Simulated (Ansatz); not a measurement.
# H7N3OZr: the cost of one run

Computed with Ansatz 0.2.0, Gaussian basis. Level: the settings change from run to run.

1 further run of the same task is left out (for a known fault of the program). Runs told in other sessions of the task aren't counted.

### Step 1. The relaxed structure

The geometry comes from an earlier relaxation with PBE0-D4 in a triple-zeta def2 set; it is a stationary point, not always the lowest conformer. Zr takes a core potential in def2 sets; no spin-orbit term is included.

12 atoms, charge 0, spin multiplicity 1.

Atoms are counted from 1 here; the program's logs count them from 0.

Bond lengths: N1–Zr2 2.046 Å, N1–H6 1.011 Å, N1–H7 1.010 Å, Zr2–N3 2.046 Å, Zr2–N4 2.046 Å, Zr2–O5 1.935 Å, N3–H8 1.010 Å, N3–H9 1.011 Å, N4–H10 1.011 Å, N4–H11 1.010 Å, O5–H12 0.951 Å. Angles: Zr2–N1–H6 126.0°, Zr2–N1–H7 124.9°, H6–N1–H7 108.6°, N1–Zr2–N3 106.6°, N1–Zr2–N4 106.8°, N1–Zr2–O5 112.1°, N3–Zr2–N4 106.7°, N3–Zr2–O5 112.2°, N4–Zr2–O5 112.0°, Zr2–N3–H8 124.9°, Zr2–N3–H9 126.0°, H8–N3–H9 108.6°, Zr2–N4–H10 126.0°, Zr2–N4–H11 124.9°, H10–N4–H11 108.6°, Zr2–O5–H12 179.2°.

### Step 2. r2SCAN0/def2-mTZVP

This run has D3(BJ) dispersion.

Contents of in.yaml:

```yaml
crystal:
  periodic: [false, false, false]
  atoms:
    - {symbol: N, position_ang: [1.022608, 1.041648, 1.309450]}
    - {symbol: Zr, position_ang: [-0.026051, 0.161577, -0.211401]}
    - {symbol: N, position_ang: [-1.834359, -0.394009, 0.568439]}
    - {symbol: N, position_ang: [0.963591, -1.564439, -0.689036]}
    - {symbol: O, position_ang: [-0.218131, 1.334534, -1.738200]}
    - {symbol: H, position_ang: [1.816971, 1.658143, 1.204554]}
    - {symbol: H, position_ang: [0.747272, 1.034004, 2.281456]}
    - {symbol: H, position_ang: [-2.092432, -1.339539, 0.813560]}
    - {symbol: H, position_ang: [-2.652828, 0.194132, 0.648013]}
    - {symbol: H, position_ang: [0.880842, -2.075732, -1.557263]}
    - {symbol: H, position_ang: [1.714938, -1.968551, -0.147850]}
    - {symbol: H, position_ang: [-0.322412, 1.918242, -2.481713]}
basis:
  gaussian: {orbitals: def2-mTZVP}
hamiltonian: {xc: {name: r2SCAN0}, dispersion: d3bj}
```

Launch:

```
$ ansatz run in.yaml --threads 4 --pin off --events-out ev --progress --plain --max-ram 11315MiB
```

Q: Estimate wall time and peak memory on 4 threads of Arm Neoverse V1, shared host.

About 3.1 s, with a peak of 0.3 GiB.
